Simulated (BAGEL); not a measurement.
# A workflow on C2H6Cl2Si (dichlorodimethylsilane)

Wanted: a single-point energy (HF/def2-SV(P)), then the energy (NEVPT2(2,2)/def2-SV(P)) of C2H6Cl2Si (dichlorodimethylsilane). 

Program for the calculation: BAGEL 1.2.2.

1 further run of the same task is left out (set aside as unsound or not needed).

## (1) The system as given

C2H6Cl2Si has 11 atoms, charge 0, and is taken as a singlet. SMILES: `C[Si](C)(Cl)Cl`. The C3–H11 distance was set to 3.060 Å, away from the relaxed value. At this shape a bond of the SMILES string is far longer than usual.

Bond lengths: C1–Si2 1.851 Å, Si2–C3 1.851 Å, Si2–Cl4 2.058 Å, Si2–Cl5 2.058 Å, C1–H6 1.093 Å, C1–H7 1.091 Å, C1–H8 1.093 Å, C3–H9 1.093 Å, C3–H10 1.091 Å. Some angles: C1–Si2–C3 114.5°, C1–Si2–Cl4 108.6°, C1–Si2–Cl5 108.6°, C3–Si2–Cl4 108.6°, C3–Si2–Cl5 108.6°, Cl4–Si2–Cl5 107.7°, Si2–C1–H6 110.3°, Si2–C1–H7 110.5°, Si2–C1–H8 110.3°, Si2–C3–H9 110.3°.

## (2) The energy at HF/def2-SV(P) (density fitting with svp-jkfit) (run 1)

calc.json reads:

```json
{ "bagel": [

{
  "title": "molecule",
  "basis": "def2-sv_p_.json",
  "df_basis": "svp-jkfit",
  "angstrom": false,
  "geometry": [
    { "atom": "C", "xyz": [ -1.64630105,  4.01867646,  1.35278312 ] },
    { "atom": "Si", "xyz": [  1.23405730,  4.28408849, -0.61256984 ] },
    { "atom": "C", "xyz": [  3.81256970,  2.10258865,  0.29398847 ] },
    { "atom": "Cl", "xyz": [  0.27545593,  3.60148162, -4.31955109 ] },
    { "atom": "Cl", "xyz": [  2.55867972,  7.93398112, -0.38822156 ] },
    { "atom": "H", "xyz": [ -1.20429411,  4.42638487,  3.32822722 ] },
    { "atom": "H", "xyz": [ -3.08283306,  5.35380576,  0.71447143 ] },
    { "atom": "H", "xyz": [ -2.42399894,  2.10986410,  1.22783443 ] },
    { "atom": "H", "xyz": [  4.39927297,  2.45887762,  2.24150242 ] },
    { "atom": "H", "xyz": [  5.44542535,  2.36093311, -0.93919010 ] },
    { "atom": "H", "xyz": [  2.03825860, -3.38342235, -0.13587131 ] }
  ]
},
{ "title": "hf" },
{ "title": "print", "file": "orbitals.molden", "orbitals": true }

]}
```

The basis set def2-SV(P) is read from a file made from the Basis Set Exchange's data (not shown).

The run is started by

```
$ BAGEL_NUM_THREADS=1 BAGEL calc.json > calc.out
```

Output:

```text
* using 1 threads per process

  ===============================================================
  ===============================================================

  *** Geometry ***

  { "atom" : "C", "xyz" : [     -1.646301,      4.018676,      1.352783 ] },
  { "atom" : "Si", "xyz" : [      1.234057,      4.284088,     -0.612570 ] },
  { "atom" : "C", "xyz" : [      3.812570,      2.102589,      0.293988 ] },
  { "atom" : "Cl", "xyz" : [      0.275456,      3.601482,     -4.319551 ] },
  { "atom" : "Cl", "xyz" : [      2.558680,      7.933981,     -0.388222 ] },
  { "atom" : "H", "xyz" : [     -1.204294,      4.426385,      3.328227 ] },
  { "atom" : "H", "xyz" : [     -3.082833,      5.353806,      0.714471 ] },
  { "atom" : "H", "xyz" : [     -2.423999,      2.109864,      1.227834 ] },
  { "atom" : "H", "xyz" : [      4.399273,      2.458878,      2.241502 ] },
  { "atom" : "H", "xyz" : [      5.445425,      2.360933,     -0.939190 ] },
  { "atom" : "H", "xyz" : [      2.038259,     -3.383422,     -0.135871 ] },

  Number of auxiliary basis functions:      642

  Since a DF basis is specified, we compute 2- and 3-index integrals:
    o Being stored without compression. Storage requirement is 0.045 GB

  Number of basis functions:       94
  Number of electrons      :       66

    * METHOD: MOLECULE                             0.29

  *** RHF ***

  === Nuclear Repulsion ===
   359.6482343847

      * DIIS with orbital gradients will be used.

  === RHF iteration (def2-sv_p_.json) ===
      0      -1286.26333696          0.01435238           0.11
      1      -1286.32682833          0.01462366           0.10
      2      -1286.56233218          0.00252471           0.10
      3      -1286.56936659          0.00150993           0.10
      4      -1286.57181045          0.00026681           0.10
      5      -1286.57192213          0.00008971           0.11
      6      -1286.57193529          0.00002114           0.10
      7      -1286.57193610          0.00000575           0.10
      8      -1286.57193617          0.00000205           0.10
      9      -1286.57193618          0.00000097           0.10
     10      -1286.57193618          0.00000037           0.10
     11      -1286.57193618          0.00000013           0.10
     12      -1286.57193618          0.00000007           0.10
     13      -1286.57193618          0.00000002           0.10
     14      -1286.57193618          0.00000001           0.10
    * SCF iteration converged.

    * Permanent dipole moment:
           (   -0.184756,    -0.520377,    -0.781677) a.u.

    * METHOD: HF                                   1.70

    * METHOD: PRINT                                0.02

  ===============================================================
```

Wall time 2.2 s (1 thread of AMD EPYC 9R45 (Zen 5), shared host); peak memory 0.19 GiB.

## (3) A single-point energy at NEVPT2(2,2)/def2-SV(P) (density fitting with svp-jkfit) (run 2)

input.json reads:

```json
{ "bagel": [

{
  "title": "molecule",
  "basis": "def2-sv_p_.json",
  "df_basis": "svp-jkfit",
  "geometry": [
    { "atom": "C", "xyz": [    -1.64630105,     4.01867646,     1.35278312 ] },
    { "atom": "Si", "xyz": [     1.23405730,     4.28408849,    -0.61256984 ] },
    { "atom": "C", "xyz": [     3.81256970,     2.10258865,     0.29398847 ] },
    { "atom": "Cl", "xyz": [     0.27545593,     3.60148162,    -4.31955109 ] },
    { "atom": "Cl", "xyz": [     2.55867972,     7.93398112,    -0.38822156 ] },
    { "atom": "H", "xyz": [    -1.20429411,     4.42638487,     3.32822722 ] },
    { "atom": "H", "xyz": [    -3.08283306,     5.35380576,     0.71447143 ] },
    { "atom": "H", "xyz": [    -2.42399894,     2.10986410,     1.22783443 ] },
    { "atom": "H", "xyz": [     4.39927297,     2.45887762,     2.24150242 ] },
    { "atom": "H", "xyz": [     5.44542535,     2.36093311,    -0.93919010 ] },
    { "atom": "H", "xyz": [     2.03825860,    -3.38342235,    -0.13587131 ] }
  ]
},

{ "title": "hf" },

{ "title": "nevpt2", "nstate": 1, "nact": 2, "nclosed": 32, "active": [33, 34], "maxiter": 200, "natocc": true, "ncore": 17 },

{ "title": "print", "file": "orbitals.molden", "orbitals": true }

]}
```

The basis set def2-SV(P) is read from a file made from the Basis Set Exchange's data (not shown).

The run is started by

```
$ BAGEL_NUM_THREADS=1 BAGEL input.json > input.out
```

Output:

```text
* using 1 threads per process

  ===============================================================
  ===============================================================

  *** Geometry ***

  { "atom" : "C", "xyz" : [     -1.646301,      4.018676,      1.352783 ] },
  { "atom" : "Si", "xyz" : [      1.234057,      4.284088,     -0.612570 ] },
  { "atom" : "C", "xyz" : [      3.812570,      2.102589,      0.293988 ] },
  { "atom" : "Cl", "xyz" : [      0.275456,      3.601482,     -4.319551 ] },
  { "atom" : "Cl", "xyz" : [      2.558680,      7.933981,     -0.388222 ] },
  { "atom" : "H", "xyz" : [     -1.204294,      4.426385,      3.328227 ] },
  { "atom" : "H", "xyz" : [     -3.082833,      5.353806,      0.714471 ] },
  { "atom" : "H", "xyz" : [     -2.423999,      2.109864,      1.227834 ] },
  { "atom" : "H", "xyz" : [      4.399273,      2.458878,      2.241502 ] },
  { "atom" : "H", "xyz" : [      5.445425,      2.360933,     -0.939190 ] },
  { "atom" : "H", "xyz" : [      2.038259,     -3.383422,     -0.135871 ] },

  Number of auxiliary basis functions:      642

  Since a DF basis is specified, we compute 2- and 3-index integrals:
    o Being stored without compression. Storage requirement is 0.045 GB

  Number of basis functions:       94
  Number of electrons      :       66

    * METHOD: MOLECULE                             0.28

  *** RHF ***

  === Nuclear Repulsion ===
   359.6482343847

      * DIIS with orbital gradients will be used.

  === RHF iteration (def2-sv_p_.json) ===
      0      -1286.26333696          0.01435238           0.11
      1      -1286.32682833          0.01462366           0.09
      2      -1286.56233218          0.00252471           0.09
      3      -1286.56936659          0.00150993           0.09
      4      -1286.57181045          0.00026681           0.09
      5      -1286.57192213          0.00008971           0.10
      6      -1286.57193529          0.00002114           0.09
      7      -1286.57193610          0.00000575           0.09
      8      -1286.57193617          0.00000205           0.10
      9      -1286.57193618          0.00000097           0.10
     10      -1286.57193618          0.00000037           0.10
     11      -1286.57193618          0.00000013           0.10
     12      -1286.57193618          0.00000007           0.09
     13      -1286.57193618          0.00000002           0.09
     14      -1286.57193618          0.00000001           0.09
    * SCF iteration converged.

    * Permanent dipole moment:
           (   -0.184756,    -0.520377,    -0.781677) a.u.

    * METHOD: HF                                   1.64

    * freezing 17 orbitals
  ---------------------------
      CASSCF calculation
  ---------------------------

    ==== Active orbitals : =====
         Orbital 33
         Orbital 34
    ============================

    * nstate   :      1
    * nclosed  :     32
    * nact     :      2
    * nvirt    :     60
  === CASSCF iteration (def2-sv_p_.json) ===

    * Using the second-order algorithm

      0  0     -1286.67660088     5.44e-03      0.02

      1  0     -1286.70242799     5.25e-04      0.54

      2  0     -1286.70262143     9.01e-05      0.52

      3  0     -1286.70262623     1.68e-05      0.51

      4  0     -1286.70262640     3.16e-06      0.54

      5  0     -1286.70262640     5.94e-07      0.52

      6  0     -1286.70262640     1.12e-07      0.50

      7  0     -1286.70262640     2.11e-08      0.46

      8  0     -1286.70262640     3.99e-09      0.41

    * Second-order optimization converged. *

     guess   0:   closed 1.                   open ..

  === FCI iteration ===

      0  0     -1286.55167068     9.99e-02      0.00
      1  0     -1286.70215570     6.88e-03      0.00
      2  0 *   -1286.70262640     5.24e-16      0.00

     * ci vector, state   0, <S^2> = 0.0000
       2.     0.7974206356
       .2    -0.6034238394

  === DF-NEVPT2 calculation ===

    * 3-index integral transformation done
    * assembly done

      NEVPT2 correlation energy:   -0.5815501799      0.17

          (+0)     -0.5402205231
          (+0)'    -0.0062533530
          (+1)     -0.0067641559
          (+1)'    -0.0000000000
          (+2)     -0.0000524227
          (-1)     -0.0281874839
          (-1)'     0.0000000000
          (-2)     -0.0000722413

      NEVPT2 total energy:       -1287.2841765828

    * METHOD: NEVPT2                               4.62

    * METHOD: PRINT                                0.02

  ===============================================================
```

Run time: 6.9 s. Hardware: 1 thread of AMD EPYC 9R45 (Zen 5), shared host; peak memory 0.2 GiB.

## (4) Summary of results

| quantity | value |
| --- | --- |
| run 1, HF/def2-SV(P): total energy | -1286.57194 Eh |
| run 1, HF/def2-SV(P): dipole moment | 2.43 D |
| run 1, HF/def2-SV(P): HOMO energy | -8.34 eV |
| run 1, HF/def2-SV(P): LUMO energy | -1.86 eV |
| run 1, HF/def2-SV(P): HOMO–LUMO gap | 6.48 eV |
| run 2, NEVPT2(2,2)/def2-SV(P): total energy | -1287.28418 Eh |

In words: One bond (run 1, HF/def2-SV(P)) is far stretched, which a spin-restricted single reference describes badly; a broken-symmetry solution may lie lower.
